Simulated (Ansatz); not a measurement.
# CH2F3Si radical: a ladder of functionals and wavefunction methods

An exercise on one series of results from a longer session: the logs are not shown, and one member is left open.

Computed with Ansatz 0.2.0, Gaussian basis. Level: functionals in def2-TZVPP, the program's frozen cores in correlated methods.

Plan: LDA (SPW92), PBE-D4, revPBE-D4, BLYP-D4, r2SCAN-D4, B97M-V, PBE0-D4, B3LYP-D4, r2SCANh-D4, r2SCAN0-D4, HSE06-D4, BHLYP-D4, CAM-B3LYP-D4, LC-ωPBE, ωB97X-V, ωB97M-V, B2PLYP, PBE-QIDH; CCSD(T)/def2-SVP; CCSD(T)/def2-TZVPP; MP2/def2-QZVPP; extrapolation to the limit; RPA on PBE.

### The relaxed structure

An earlier PBE0-D4 in a triple-zeta def2 set relaxation fixed the geometry.

SMILES `FC(F)(F)[SiH2]`, 7 atoms, charge 0, spin multiplicity 2.

Atoms are counted from 1 here; the program's logs count them from 0.

Bond lengths: F1–C2 1.344 Å, C2–F3 1.344 Å, C2–F4 1.347 Å, C2–Si5 1.938 Å, Si5–H6 1.484 Å, Si5–H7 1.484 Å. Angles: F1–C2–F3 107.1°, F1–C2–F4 106.8°, F1–C2–Si5 111.9°, F3–C2–F4 106.8°, F3–C2–Si5 111.9°, F4–C2–Si5 112.0°, C2–Si5–H6 108.0°, C2–Si5–H7 108.0°, H6–Si5–H7 112.9°.

Set-up of the first run:

in.yaml reads:

```yaml
crystal:
  periodic: [false, false, false]
  atoms:
    - {symbol: F, position_ang: [-0.060934, -0.866227, 1.621446]}
    - {symbol: C, position_ang: [0.275112, -0.645323, 0.339509]}
    - {symbol: F, position_ang: [0.169845, -1.819196, -0.305566]}
    - {symbol: F, position_ang: [1.579948, -0.312845, 0.331341]}
    - {symbol: Si, position_ang: [-0.829616, 0.724995, -0.470668]}
    - {symbol: H, position_ang: [-0.670077, 1.969657, 0.321592]}
    - {symbol: H, position_ang: [-0.402979, 0.880939, -1.883454]}
basis:
  gaussian: {orbitals: def2-TZVPP}
magnetization: {spin_polarized: true, initial_magnetization: 1}
hamiltonian: {xc: lda}
output: {orbitals: {seedname: orbitals}}
```

Launch:

```console
ansatz run in.yaml --threads 4 --pin off --events-out ev --progress --plain --max-ram 10444MiB
```

Steps of the session up to this table: LDA; PBE-D4 (GGA); revPBE-D4 (GGA); BLYP-D4 (GGA); r2SCAN-D4 (meta-GGA); B97M-V (meta-GGA); PBE0-D4 (hybrid); B3LYP-D4 (hybrid); r2SCANh-D4 (hybrid); r2SCAN0-D4 (hybrid); HSE06-D4 (hybrid); BHLYP-D4 (hybrid); CAM-B3LYP-D4 (range-separated); LC-ωPBE (range-separated); ωB97X-V (range-separated); ωB97M-V (range-separated); B2PLYP (double hybrid); PBE-QIDH (double hybrid).

One table of the session follows, with a row left open; its other results are not shown here.

It belongs to the step «Frontier levels by functional». 

```
  functional  HOMO (eV)  LUMO (eV)  gap (eV)
 LDA (SPW92)      -5.89      -4.58      1.31
      PBE-D4      -5.91      -4.10      1.81
   revPBE-D4      -5.89      -3.93      1.96
     BLYP-D4      -5.70      -4.16      1.54
   r2SCAN-D4      -6.31      -3.66      2.65
      B97M-V      -6.02      -4.42      1.59
     PBE0-D4      -7.12      -3.19      3.93
    B3LYP-D4      -6.82      -3.63      3.20
  r2SCANh-D4      -6.75      -3.37      3.38
  r2SCAN0-D4      -7.40      -2.94      4.46
    HSE06-D4      -6.72      -3.58      3.14
    BHLYP-D4      -8.13      -2.46      5.66
CAM-B3LYP-D4      -8.37      -2.35      6.01
     LC-ωPBE      -9.84      -0.84      9.00
     ωB97X-V          ?          ?         ?
     ωB97M-V      -8.91      -1.56      7.35
```

Q: Estimate the row for ωB97X-V from the others.

The run gave: HOMO (eV): -9.28; LUMO (eV): -1.43; gap (eV): 7.85. In the column «HOMO (eV)» it lies between LC-ωPBE (-9.84) and ωB97M-V (-8.91).
